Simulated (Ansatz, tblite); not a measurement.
**Ge(NH2)2H2 (GeN₂H₆): one state, many levels**

Aim: run the singlet of Ge(NH2)2H2 (GeN₂H₆) at one geometry on many levels, and compare frontier levels, spin and run time.

The runs use Ansatz 0.2.0, Gaussian basis; as each input shows.

Plan: GFN1-xTB, GFN2-xTB, PBE-D4/def2-TZVP, r2SCAN-D4/def2-TZVP, LDA/def2-TZVP, B2PLYP/def2-TZVP, CAM-B3LYP-D4/def2-TZVP, HF/def2-TZVP, revPBE-D4/def2-TZVP, LC-ωPBE/def2-TZVP, BLYP-D4/def2-TZVP, LC-ωPBE(0.10)/def2-TZVP, LC-ωPBE(0.15)/def2-TZVP, LC-ωPBE(0.20)/def2-TZVP, LC-ωPBE(0.30)/def2-TZVP, PBE-D4/def2-SVP, PBE0-D4/def2-SVP, HF/STO-3G, HF/6-31G, B3LYP-D4/6-31G, PBE0-D4/def2-TZVPD, PBE-D4/def2-TZVPD, r2SCAN-D4/def2-TZVPD, CCSD(T)/def2-TZVPP, MP2/def2-TZVP, RPA/def2-TZVP.

## (1) The geometry

The singlet was relaxed beforehand with PBE0-D4/def2-TZVP.

9 atoms, charge 0, spin multiplicity 1.

Bond lengths: Ge1–N2 1.843 Å, Ge1–N5 1.843 Å, Ge1–H8 1.534 Å, Ge1–H9 1.534 Å, N2–H3 1.010 Å, N2–H4 1.010 Å, N5–H6 1.010 Å, N5–H7 1.010 Å. Angles: N2–Ge1–N5 119.2°, N2–Ge1–H8 106.0°, N2–Ge1–H9 105.8°, N5–Ge1–H8 105.8°, N5–Ge1–H9 106.0°, H8–Ge1–H9 114.6°, Ge1–N2–H3 115.4°, Ge1–N2–H4 115.3°, H3–N2–H4 108.8°, Ge1–N5–H6 115.4°, Ge1–N5–H7 115.3°, H6–N5–H7 108.8°.

Geometry (Å):

```mol
GeH6N2
  3D, bonds by distance, orders not assigned

  9  8  0  0  0  0  0  0  0  0999 V2000
   -0.5613    0.0086   -0.3962 Ge  0  0
   -0.7165   -0.0034    1.4398 N   0  0
   -0.3360    0.8047    1.9119 H   0  0
   -0.3752   -0.8378    1.8959 H   0  0
    1.1167   -0.0027   -1.1574 N   0  0
    1.6722   -0.8253   -0.9686 H   0  0
    1.6779    0.8178   -0.9766 H   0  0
   -1.2241    1.3097   -0.8670 H   0  0
   -1.2536   -1.2715   -0.8819 H   0  0
  1  2  8  0
  1  5  8  0
  1  8  8  0
  1  9  8  0
  2  3  8  0
  2  4  8  0
  5  6  8  0
  5  7  8  0
M  END
```

PBE0-D4/def2-TZVP was run before; its log isn't repeated, and its numbers join the tables.

## (2) GFN1-xTB

Tight binding, by tblite at 300 K electronic temperature and without a spin-polarisation term:

```python
tblite.interface.Calculator('GFN1-xTB', numbers, positions, charge=0, uhf=0).singlepoint()
```

Energy -307.8318 eV, HOMO -10.73 eV, LUMO -5.59 eV; 0.004 s.

## (3) GFN2-xTB

Tight binding, by tblite at 300 K electronic temperature and without a spin-polarisation term:

```python
tblite.interface.Calculator('GFN2-xTB', numbers, positions, charge=0, uhf=0).singlepoint()
```

Energy -294.3921 eV, HOMO -10.11 eV, LUMO -2.80 eV; 0.002 s.

## (4) PBE-D4/def2-TZVP

start.molden holds the orbitals of an earlier run on this state, given as this run's starting guess.

in.yaml

```yaml
crystal:
  periodic: [false, false, false]
  atoms:
    - {symbol: Ge, position_ang: [-0.561337, 0.008597, -0.396225]}
    - {symbol: N, position_ang: [-0.716535, -0.003443, 1.439827]}
    - {symbol: H, position_ang: [-0.336001, 0.804715, 1.911905]}
    - {symbol: H, position_ang: [-0.375206, -0.837841, 1.895948]}
    - {symbol: N, position_ang: [1.116718, -0.002697, -1.157364]}
    - {symbol: H, position_ang: [1.672178, -0.825269, -0.968634]}
    - {symbol: H, position_ang: [1.677863, 0.817787, -0.976565]}
    - {symbol: H, position_ang: [-1.224118, 1.309660, -0.867025]}
    - {symbol: H, position_ang: [-1.253572, -1.271508, -0.881877]}
basis:
  gaussian: {orbitals: def2-TZVP, initial_orbitals: start.molden}
hamiltonian: {xc: pbe, dispersion: d4}
scf: {omitted_lower_state_checks: [starts]}
output: {orbitals: {seedname: orbitals}}
```

Run with:

```bash
$ ansatz run in.yaml --threads 4 --pin off --events-out ev --progress --plain --max-ram 3916MiB
```

The runs that follow: r2SCAN-D4/def2-TZVP; LDA/def2-TZVP; B2PLYP/def2-TZVP; CAM-B3LYP-D4/def2-TZVP; HF/def2-TZVP; revPBE-D4/def2-TZVP; LC-ωPBE/def2-TZVP; BLYP-D4/def2-TZVP; LC-ωPBE(0.10)/def2-TZVP; LC-ωPBE(0.15)/def2-TZVP; LC-ωPBE(0.20)/def2-TZVP; LC-ωPBE(0.30)/def2-TZVP; PBE-D4/def2-SVP; PBE0-D4/def2-SVP; HF/STO-3G; HF/6-31G; B3LYP-D4/6-31G; PBE0-D4/def2-TZVPD; PBE-D4/def2-TZVPD; r2SCAN-D4/def2-TZVPD; CCSD(T)/def2-TZVPP; MP2/def2-TZVP; RPA/def2-TZVP.

**Question.** What will the summary of the whole plan be? Wanted: gap in def2-TZVP, named functionals and Hartree-Fock, smallest and largest; gap over the ω; correlation energy, CCSD(T)/def2-TZVPP; correlation energy, MP2/def2-TZVP; binding an atom, CCSD(T)/def2-TZVPP; PBE0 total energy, smallest basis above largest.

As calculated:

```
                                                                  quantity                             value
gap in def2-TZVP, named functionals and Hartree-Fock, smallest and largest  5.07 eV (BLYP-D4), 13.63 eV (HF)
                                                   gap over the ω (1/bohr)   8.06 eV at 0.1, 12.37 eV at 0.4
                                    correlation energy, CCSD(T)/def2-TZVPP                         -20.36 eV
                                         correlation energy, MP2/def2-TZVP                         -18.52 eV
                                       binding an atom, CCSD(T)/def2-TZVPP                          3.129 eV
                           PBE0 total energy, smallest basis above largest   10.95 eV (def2-SVP, def2-TZVPD)
```

**Reading.** Orbital gaps of the named functionals and Hartree-Fock in def2-TZVP span 5.07 eV (BLYP-D4) to 13.63 eV (HF); exact exchange widens it. Raising the ω (1/bohr) from 0.1 to 0.4 moves the HOMO by -2.81 eV and the LUMO by +1.51 eV. A small miss in a minimal or small basis is a cancelling of errors, not accuracy. The functionals in def2-TZVP miss CCSD(T)/def2-TZVPP by +0.019 (revPBE-D4) to +0.529 eV (LDA) an atom. The reference is CCSD(T) in one finite basis, so it carries an error of its own, often a tenth of an eV or more, and near misses can't be ranked.
